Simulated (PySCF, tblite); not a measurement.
# C6H7AsBN: geometry, infrared bands and NMR shifts

Aim: predict the infrared bands and NMR shifts of C6H7AsBN (`C=C(C)C#CB([AsH2])C#N`).

Computed with tblite 0.8.0 and PySCF 2.14.0, with density-fitted response routines of our own, on a single molecule in the gas phase. Atoms count from 0, in the outputs and in this text.

**1. The starting structure**

16 atoms, charge 0, multiplicity 1; geometry from: force field or distance geometry start.

Bonds of the start (Å): C0–C1 1.33, C1–C2 1.45, C1–C3 1.44, C3–C4 1.21, C4–B5 1.53, B5–As6 2.02, B5–C7 1.55, C7–N8 1.17, C0–H9 1.08, C0–H10 1.10, C2–H11 1.14, C2–H12 1.11, C2–H13 1.10, As6–H14 1.56, As6–H15 1.55.

**2. Optimising the geometry with GFN2-xTB**

The job: settings as JSON, then the geometry in Å.

```
{"job": {"kind": "relax", "xc": "GFN2-xTB", "basis": "xTB"}, "charge": 0, "multiplicity": 1}
C     -2.342900    -1.377000     0.289300
C     -1.759200    -0.199200     0.116600
C     -2.548500     0.962700    -0.244100
C     -0.333100    -0.165400     0.324400
C      0.861600    -0.167400     0.504000
B      2.378600    -0.181500     0.711700
As     3.460100     1.425200     0.148800
C      3.136400    -1.436800     1.207900
N      3.699200    -2.406400     1.557800
H     -1.745800    -2.234100     0.571900
H     -3.432100    -1.462600     0.145600
H     -3.640900     0.645000    -0.147700
H     -2.397500     1.258900    -1.301400
H     -2.453500     1.836400     0.423400
H      2.518900     2.516700    -0.438100
H      4.591200     0.994500    -0.811500
```

Run with:

```bash
$ OMP_NUM_THREADS=1 python probes_run.py task.json out
```

This one command runs all jobs of the session in turn.

The program printed:

```text
step      E/eV     max force
  0    -619.11558    2.860
  1    -619.16123    7.137
  2    -619.41164    1.950
  3    -619.47952    4.566
  4    -619.66835    1.284
  5    -619.84247    1.317
  6    -619.90122    1.149
  7    -619.94134    0.582
  8    -619.98144    0.733
  9    -619.99586    0.509
 10    -620.01019    0.333
 11    -620.01987    0.373
 12    -620.02824    0.353
 13    -620.03478    0.228
 14    -620.04167    0.295
 15    -620.04980    0.351
 16    -620.05788    0.339
 17    -620.06253    0.167
 18    -620.06462    0.101
 19    -620.06641    0.156
 20    -620.06859    0.218
 21    -620.07060    0.177
 22    -620.07203    0.100
 23    -620.07306    0.097
 24    -620.07416    0.150
 25    -620.07552    0.173
 26    -620.07683    0.117
 27    -620.07778    0.070
 28    -620.07839    0.067
 29    -620.07881    0.071
 30    -620.07917    0.049
 31    -620.07955    0.052
 32    -620.08004    0.068
 33    -620.08065    0.079
 34    -620.08135    0.078
 35    -620.08216    0.073
 36    -620.08329    0.098
 37    -620.08480    0.132
 38    -620.08612    0.108
 39    -620.08678    0.050
 40    -620.08714    0.044
 41    -620.08737    0.052
 42    -620.08769    0.058
 43    -620.08813    0.063
 44    -620.08863    0.052
 45    -620.08915    0.060
 46    -620.08966    0.059
 47    -620.09010    0.055
 48    -620.09047    0.045
 49    -620.09079    0.055
 50    -620.09108    0.050
 51    -620.09133    0.044
 52    -620.09159    0.037
 53    -620.09186    0.032
 54    -620.09208    0.037
 55    -620.09227    0.038
 56    -620.09245    0.033
 57    -620.09268    0.040
 58    -620.09300    0.045
 59    -620.09338    0.056
 60    -620.09371    0.052
 61    -620.09393    0.041
 62    -620.09411    0.035
 63    -620.09435    0.041
 64    -620.09463    0.043
 65    -620.09481    0.034
 66    -620.09498    0.035
 67    -620.09517    0.039
 68    -620.09541    0.052
 69    -620.09563    0.043
 70    -620.09578    0.027
 71    -620.09587    0.024
 72    -620.09595    0.020
 73    -620.09600    0.036
 74    -620.09604    0.014
 75    -620.09606    0.010
 76    -620.09607    0.010
 77    -620.09608    0.011
 78    -620.09609    0.009
```

Run time: 1.9 s. Hardware: 1 thread of AMD EPYC, shared host; peak memory 0.18 GiB.

Relaxation path: (not every step is listed)

```tsv
step	energy from step 0 (eV)	largest force (eV/Å)
0	0.0000	2.8605
1	-0.0457	7.1369
2	-0.2961	1.9501
3	-0.3639	4.5662
4	-0.5528	1.2839
5	-0.7269	1.3171
6	-0.7856	1.1490
7	-0.8258	0.5818
8	-0.8659	0.7330
14	-0.9261	0.2953
20	-0.9530	0.2185
26	-0.9612	0.1167
32	-0.9645	0.0677
38	-0.9705	0.1079
44	-0.9730	0.0515
50	-0.9755	0.0501
56	-0.9769	0.0331
62	-0.9785	0.0348
68	-0.9798	0.0516
73	-0.9804	0.0360
74	-0.9805	0.0144
75	-0.9805	0.0099
76	-0.9805	0.0101
77	-0.9805	0.0108
78	-0.9805	0.0094
```

Distances of close pairs at the start and the end, largest changes first:

```tsv
bond	before (Å)	after (Å)	change (Å)
C2–H11	1.142	1.087	-0.055
As6–H14	1.556	1.504	-0.052
C1–C2	1.450	1.500	+0.050
C4–B5	1.531	1.486	-0.045
As6–H15	1.545	1.501	-0.044
B5–C7	1.548	1.515	-0.033
C1–C3	1.442	1.412	-0.029
C0–H10	1.102	1.077	-0.025
```

The end geometry stands in the next job.

**3. Harmonic vibrations with GFN2-xTB**

The job: settings as JSON, then the geometry in Å.

```
{"job": {"kind": "ir", "xc": "GFN2-xTB", "basis": "xTB"}, "charge": 0, "multiplicity": 1}
C     -2.418863    -1.457273     0.326549
C     -1.775876    -0.299286     0.161876
C     -2.455943     0.983194    -0.215922
C     -0.375771    -0.234412     0.333981
C      0.830176    -0.164338     0.478416
B      2.306510    -0.075389     0.627037
As     3.314731     1.656292     0.383686
C      3.088583    -1.301676     1.051570
N      3.733616    -2.205437     1.353444
H     -1.895253    -2.359316     0.593908
H     -3.485267    -1.531358     0.195352
H     -3.530378     0.838799    -0.294601
H     -2.074295     1.340643    -1.172188
H     -2.252354     1.751227     0.529527
H      2.570264     2.036252    -0.867098
H      4.412520     1.031021    -0.427013
```

The program printed:

```text
mode    cm-1     km/mol
  1      -8.7      0.15
  2      41.1      0.26
  3      71.5      1.65
  4      86.9      4.65
  5     115.4      0.39
  6     117.6      0.63
  7     123.7      0.65
  8     197.0     17.35
  9     267.6      0.82
 10     299.8      2.87
 11     338.7      2.67
 12     370.0      5.19
 13     426.9     15.41
 14     469.1      0.73
 15     495.4      1.50
 16     514.0      1.83
 17     639.2      4.62
 18     661.5     28.54
 19     695.4      0.19
 20     762.2     19.30
 21     893.1     24.75
 22     922.6     28.64
 23     964.9      7.37
 24    1000.1    214.10
 25    1015.8     18.52
 26    1037.2      4.30
 27    1156.4     22.97
 28    1325.3     48.65
 29    1391.4      4.61
 30    1406.3      4.80
 31    1469.4      6.33
 32    1478.0      4.92
 33    1653.5     29.06
 34    1894.4    580.83
 35    1916.2    684.95
 36    2238.9    237.41
 37    2313.6     85.39
 38    3007.9     20.93
 39    3021.9     13.87
 40    3047.9     31.06
 41    3105.9     12.25
 42    3136.7     32.64
```

It took 1.8 s on 1 thread of AMD EPYC, shared host; peak memory 0.18 GiB.

The strongest bands and the atoms that carry them (share of the mass-weighted mode):

```tsv
cm⁻¹	km/mol	atoms
1000	214.1	H15 47 %, H14 47 %
1325	48.6	C1 46 %, B5 13 %, C4 13 %
1894	580.8	H14 97 %
1916	685.0	H15 97 %
2239	237.4	C3 51 %, C4 47 %
2314	85.4	C7 58 %, N8 41 %
3048	31.1	H11 93 %
3137	32.6	H9 56 %, H10 34 %
```

**4. Nuclear shieldings: PBE0/pcSseg-1**

Settings changed since step 3:

```diff
@@ -1,2 +1,2 @@
-{"job": {"kind": "ir", "xc": "GFN2-xTB", "basis": "xTB"}, "charge": 0, "multiplicity": 1}
+{"job": {"kind": "nmr", "xc": "PBE0", "basis": "pcSseg-1"}, "charge": 0, "multiplicity": 1}
 C     -2.418863    -1.457273     0.326549
```

Method: GIAO PBE0/pcSseg-1 NMR shielding, non-relativistic, gas phase.

The program printed:

```text
coarse grid: 66016 points
cycle   1  E = -2547.2594505058  dE =  3.157e-01  |g| = 7.887e-01  |ddm| = 4.152e+00
cycle   2  E = -2547.2021893650  dE =  5.726e-02  |g| = 8.232e-01  |ddm| = 1.015e+00
cycle   3  E = -2547.2878261154  dE = -8.564e-02  |g| = 3.942e-01  |ddm| = 7.077e-01
cycle   4  E = -2547.3201166671  dE = -3.229e-02  |g| = 9.164e-02  |ddm| = 2.619e-01
cycle   5  E = -2547.3213346001  dE = -1.218e-03  |g| = 4.224e-02  |ddm| = 9.460e-02
cycle   6  E = -2547.3217738833  dE = -4.393e-04  |g| = 9.987e-03  |ddm| = 3.721e-02
cycle   7  E = -2547.3218014875  dE = -2.760e-05  |g| = 2.126e-03  |ddm| = 1.359e-02
cycle   8  E = -2547.3218027392  dE = -1.252e-06  |g| = 7.322e-04  |ddm| = 3.465e-03
final grid: 140128 points
cycle   9  E = -2547.3217978336  dE =  1.713e-07  |g| = 1.136e-03  |ddm| = 4.443e-03
cycle  10  E = -2547.3217970237  dE =  8.099e-07  |g| = 2.004e-03  |ddm| = 3.189e-03
cycle  11  E = -2547.3217981914  dE = -1.168e-06  |g| = 3.136e-04  |ddm| = 2.040e-03
cycle  12  E = -2547.3217982134  dE = -2.206e-08  |g| = 7.660e-05  |ddm| = 2.437e-04
cycle  13  E = -2547.3217982149  dE = -1.460e-09  |g| = 9.958e-06  |ddm| = 6.452e-05
cycle  14  E = -2547.3217982149  dE = -1.182e-11  |g| = 6.138e-06  |ddm| = 1.234e-05
converged SCF energy = -2547.3217982149

GIAO shielding tensors (ppm)
atom      isotropic    diamagn.    paramagn.     s11        s22        s33       span
  0 C       42.483     252.029    -209.546    -72.466     50.329    149.585    222.051
  1 C       52.010     265.152    -213.142    -60.983     58.638    158.375    219.358
  2 C      160.523     246.348     -85.826    145.408    149.852    186.309     40.901
  3 C       27.765     261.016    -233.250    -19.194    -11.383    113.873    133.067
  4 C       77.810     261.886    -184.075     -2.695     10.170    225.957    228.652
  5 B       36.242     192.994    -156.753    -79.666     54.816    133.575    213.242
  6 As    1703.557    2877.783   -1174.227   1410.160   1733.317   1967.194    557.034
  7 C       56.839     260.089    -203.250    -65.026    -60.179    295.722    360.748
  8 N     -133.733     337.696    -471.429   -287.995   -229.738    116.533    404.528
  9 H       25.416      32.309      -6.893     21.897     24.426     29.923      8.026
 10 H       25.388      29.855      -4.467     21.870     24.930     29.363      7.493
 11 H       29.684      28.855       0.828     25.717     28.178     35.156      9.439
 12 H       29.399      29.617      -0.219     25.880     28.169     34.147      8.268
 13 H       29.441      28.977       0.464     25.843     28.334     34.147      8.304
 14 H       28.267      30.060      -1.792     21.084     24.717     39.002     17.918
 15 H       28.194      27.319       0.875     21.300     23.960     39.322     18.022
```

Run time: 1.9 min. Hardware: 1 thread of AMD EPYC, shared host; peak memory 1 GiB.

The references, computed at this level on geometries of the same kind, shield at (ppm): ¹H TMS 31.72, ¹³C TMS 186.9, ¹⁵N NH3 267.7, ¹¹B BF3·OEt2 100.1, ⁷⁵As AsH3 1989. Their shielding less the atom's gives the shift. The references are single molecules in the gas phase, so shifts against H2O, NH3, PH3, H3PO4 or CFCl3 are not on the usual liquid scales and can be off by tens of ppm. Shifts against hydride references such as AlH4− lie on their own scale. Atoms listed in one row are averaged.

```tsv
atoms	environment	σ (ppm)	δ (ppm)
C3	alkyne carbon	27.8	159.2
C0	terminal =CH2 carbon	42.5	144.4
C1	fully substituted alkene carbon	52.0	134.9
C7	nitrile carbon	56.8	130.1
C4	alkyne carbon	77.8	109.1
C2	allylic methyl carbon	160.5	26.4
H10	hydrogen on a terminal =CH2 carbon	25.39	6.33
H9	hydrogen on a terminal =CH2 carbon	25.42	6.30
H14, H15	hydrogen on an arsenic bonded to B	28.23	3.49
H11, H12, H13	hydrogen on an allylic methyl carbon	29.51	2.21
B5	boron bonded to 2 C, As	36.2	63.8
As6	arsenic bonded to B, 2 H	1704	285
N8	nitrile nitrogen	-133.7	401.5
```

The run also stored atomic charges by several schemes (e):

```tsv
atoms	Mulliken	IAO	Hirshfeld	ESP fit
C0	0.00	-0.26	-0.06	-0.55
C1	-0.63	0.01	0.02	0.36
C2	-0.14	-0.42	-0.11	-0.46
C3	0.23	0.03	0.01	-0.05
C4	-0.23	-0.15	-0.13	-0.24
B5	0.48	-0.01	0.12	0.23
As6	-0.21	0.16	0.09	-0.13
C7	-0.07	0.05	0.00	0.26
N8	-0.22	-0.19	-0.19	-0.40
```

Mayer bond orders: C0–C1 1.92, C1–C2 1.07, C1–C3 1.07, C3–C4 2.33, C4–B5 1.12, B5–As6 1.01, B5–C7 0.94, C7–N8 2.87.

The fields below are evaluated on a grid from the run's orbitals.

Frontier orbitals at PBE0/pcSseg-1, with the share of their density that lies nearest to each atom:

```tsv
orbital	energy (eV)	lies on
HOMO	-7.53	As6 35 %; C3, C4 about 13 % each; C0 10 %
LUMO	-3.24	B5 35 %; C3 16 %; N8 11 %
```

ELF in a plane through or near 11 of the atoms.

Ten even steps from '0' (0.00) to '9' (1.00):
```
0000000000000000000000000000
0000000000000000000000000000
0000045410000000000000000000
0000589852000000053000000000
0002798763100000899400000000
0002682486100000899535200000
0001468756101310499699800000
0000147228235761056399900000
0000003795575877578589600000
0000000335554844785200000000
0002543583674857748445100000
0006994267235762171699900000
0005882424101310162499900000
0001462269600000266457400000
0000134699810000143100000000
0000012478600000000000000000
0000000122000000000000000000
0000000000000000000000000000
0000000000000000000000000000
0000000000000000000000000000
```
The map spans 14.0 Å across and 10.3 Å up, centred on the molecule. Atoms in the plane (x, y in Å): C0 (2.5, 1.4), C1 (1.8, 0.2), C2 (2.4, -1.1), C3 (0.4, 0.3), C4 (-0.8, 0.3), B5 (-2.3, 0.3), C7 (-3.1, 1.6), N8 (-3.7, 2.6), H9 (2.0, 2.3), H10 (3.5, 1.4), H11 (3.5, -1.0).

log10 of the density (e/Å³) in the same plane.

Values, 10 rows by 14 columns:
```
-4.0 -4.0 -4.0 -3.9 -4.0 -4.0 -4.0 -4.0 -4.0 -4.0 -4.0 -4.0 -4.0 -4.0
-4.0 -4.0 -2.5 -1.6 -2.1 -3.3 -4.0 -4.0 -3.5 -3.2 -3.8 -4.0 -4.0 -4.0
-4.0 -3.2 -1.2  0.5 -0.5 -1.9 -3.1 -3.0 -1.5 -1.0 -2.1 -3.0 -4.0 -4.0
-4.0 -3.2 -1.4  0.3  0.2 -1.2 -1.7 -1.6 -0.9  0.2 -0.4 -1.6 -3.5 -4.0
-4.0 -3.7 -2.2 -0.8  0.1 -0.2  0.0  0.1 -0.1  0.3 -0.4 -1.6 -3.4 -4.0
-4.0 -2.8 -1.5 -0.7 -0.2 -0.2  0.1  0.2  0.0  0.1 -0.8 -1.8 -3.5 -4.0
-4.0 -2.4 -0.8  0.3  0.1 -1.1 -1.6 -1.6 -1.0  0.7  0.0 -1.4 -3.3 -4.0
-4.0 -2.8 -1.6 -0.6 -0.2 -1.1 -2.6 -2.8 -1.7 -0.9 -1.6 -2.6 -4.0 -4.0
-4.0 -4.0 -2.8 -2.1 -1.9 -2.4 -3.5 -4.0 -3.3 -2.9 -3.3 -4.0 -4.0 -4.0
-4.0 -4.0 -4.0 -3.6 -3.5 -3.9 -4.0 -4.0 -4.0 -4.0 -4.0 -4.0 -4.0 -4.0
```
The map spans 14.0 Å across and 10.3 Å up, centred on the molecule. Atoms in the plane (x, y in Å): C0 (2.5, 1.4), C1 (1.8, 0.2), C2 (2.4, -1.1), C3 (0.4, 0.3), C4 (-0.8, 0.3), B5 (-2.3, 0.3), C7 (-3.1, 1.6), N8 (-3.7, 2.6), H9 (2.0, 2.3), H10 (3.5, 1.4), H11 (3.5, -1.0).

On the surface of density 0.002 e/bohr³ the electrostatic potential runs, from the 1st to the 99th percentile, from -1.68 V near N8 to 1.24 V near H10.

**5. What came out**

| quantity | value |
| --- | --- |
| strongest single infrared mode (GFN2-xTB) | 1916 cm⁻¹, 685 km/mol |
| zero-point energy (GFN2-xTB) | 65.9 kcal/mol |
| ¹³C shifts against TMS (PBE0/pcSseg-1) | 159.2, 144.4, 134.9, 130.1, 109.1, 26.4 ppm |
| ¹H shifts against TMS (PBE0/pcSseg-1, means over atoms taken as alike) | 6.33, 6.30, 3.49, 2.21 ppm |
| ¹¹B shifts against BF3·OEt2 (PBE0/pcSseg-1) | 63.8 ppm |
| ⁷⁵As shifts against AsH3 (PBE0/pcSseg-1) | 285 ppm |
| ¹⁵N shifts against NH3 (PBE0/pcSseg-1) | 401.5 ppm |
| surface potential, 1st and 99th percentile | -1.68 V and 1.24 V |

Relaxing lowered the energy by 0.981 eV in 78 steps; the close pair that moved most is C2–H11, from 1.142 to 1.087 Å. The lowest mode is slightly imaginary (9i cm⁻¹), a soft motion within the noise of the Hessian, so the minimum is not strictly shown. The strongest single mode, at 1916 cm⁻¹, moves mainly H15. GFN2-xTB is a fitted tight-binding method: band positions and strengths are rough. Its intensities can rank the bands wrongly. At PBE0/pcSseg-1: Shielding is most anisotropic at As6 (span 557 ppm, paramagnetic term -1174 ppm). At PBE0/pcSseg-1, counted by nearest atom on the grid, the HOMO lies on As6 35 %; C3, C4 about 13 % each, the LUMO on B5 35 %; C3 16 %. Spin-orbit coupling is left out, which matters for shieldings and couplings at and beside the heavy atoms.
